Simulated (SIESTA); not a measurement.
Ta3AsAu2O13: band structure with PBE

Crystal: Ta3AsAu2O13.

```
Ta As Au O
1.0
     5.24237    3.02668    4.14273
    -5.24237    3.02668    4.14273
     0.00000   -6.05337    4.14273
Ta As Au O
3 1 2 13
Direct
  0.23108 0.57229 0.23108
  0.23108 0.23108 0.57229
  0.57229 0.23108 0.23108
  0.55878 0.55878 0.55878
  0.96559 0.96559 0.96559
  0.75105 0.75105 0.75105
  0.40884 0.66762 0.40884
  0.40884 0.40884 0.66762
  0.66762 0.40884 0.40884
  0.49726 0.01313 0.36024
  0.36024 0.49726 0.01313
  0.01313 0.36024 0.49726
  0.36024 0.01313 0.49726
  0.01313 0.49726 0.36024
  0.49726 0.36024 0.01313
  0.10963 0.74806 0.10963
  0.10963 0.10963 0.74806
  0.74806 0.10963 0.10963
  0.30840 0.30840 0.30840
```

The cell was built by a generator and needn't be a form met in nature.

```
Program             : SIESTA 5.4.2
Task                : band structure
Functional          : PBE
Potentials or basis : PseudoDojo 0.4 standard (PBE files)
Basis               : SZP (energy shift 0.003 Ry)
Grid cutoff         : 800 Ry
Energy shift        : 0.003 Ry
k mesh              : 4 × 4 × 4
Occupations         : fermi-dirac, width 0.05 eV
Spin                : no spin polarisation
MPI ranks           : 4
```

```yaml
Pressure: 4.5 GPa
Largest_force: 2.054 eV/Å
Band_gap_on_the_k_mesh: 1.17 eV, direct
Band_gap_along_the_path: 1.17 eV, direct
```

Forces in eV/Å, atoms in the order of the input:
```
Ta   0.601 -0.347 -0.001
Ta   0.000  0.695 -0.001
Ta  -0.601 -0.347 -0.001
As   0.000  0.000  1.197
Au   0.000  0.000  0.346
Au   0.000  0.000  1.036
O   -1.757  1.014 -0.324
O    0.000 -2.028 -0.324
O    1.757  1.014 -0.324
O    1.068  0.931 -0.187
O   -1.341  0.460 -0.187
O    0.272 -1.391 -0.187
O   -0.272 -1.391 -0.187
O   -1.068  0.931 -0.187
O    1.341  0.460 -0.187
O   -0.598  0.346 -0.134
O    0.000 -0.691 -0.134
O    0.598  0.346 -0.134
O    0.000  0.000 -0.083
```

Stress tensor (GPa, compression positive):
```
5.03 0.00 0.00
0.00 5.03 0.00
0.00 0.00 3.55
```

Levels at the corners of the path, in eV from the valence-band top:
| point | band 83 | band 84 | band 85 | band 86 | band 87 | band 88 |
| --- | --- | --- | --- | --- | --- | --- |
| Γ | -0.35 | -0.35 | -0.07 | 1.23 | 2.69 | 2.69 |
| P | -0.32 | -0.32 | 0.00 | 1.17 | 2.69 | 2.69 |
| Z | -0.32 | -0.32 | 0.00 | 1.17 | 2.69 | 2.69 |
| Q | -0.32 | -0.32 | 0.00 | 1.17 | 2.69 | 2.69 |
| Γ | -0.35 | -0.35 | -0.07 | 1.23 | 2.69 | 2.69 |
| F | -0.52 | -0.51 | -0.01 | 1.25 | 2.58 | 2.67 |
| P1 | -0.32 | -0.32 | 0.00 | 1.17 | 2.69 | 2.69 |
| Q1 | -0.32 | -0.32 | 0.00 | 1.17 | 2.69 | 2.69 |
| L | -0.57 | -0.48 | -0.03 | 1.28 | 2.61 | 2.63 |
| Z | -0.32 | -0.32 | 0.00 | 1.17 | 2.69 | 2.69 |

It took 71 s on 4 MPI ranks on Arm Neoverse N1, on a shared host, peak memory 0.42 GiB a rank.

Caveat: short orbitals over semicore shells can move pressures by several GPa; spin-orbit coupling is left out, which moves the levels of the heavy elements; the basis of atomic orbitals isn't converged, which shifts pressures, moduli and gaps; forces of over 1 eV/Å show positions far from the minimum, so gaps and moduli don't describe the material at rest. As with any semilocal functional, this PBE gap is likely too small.
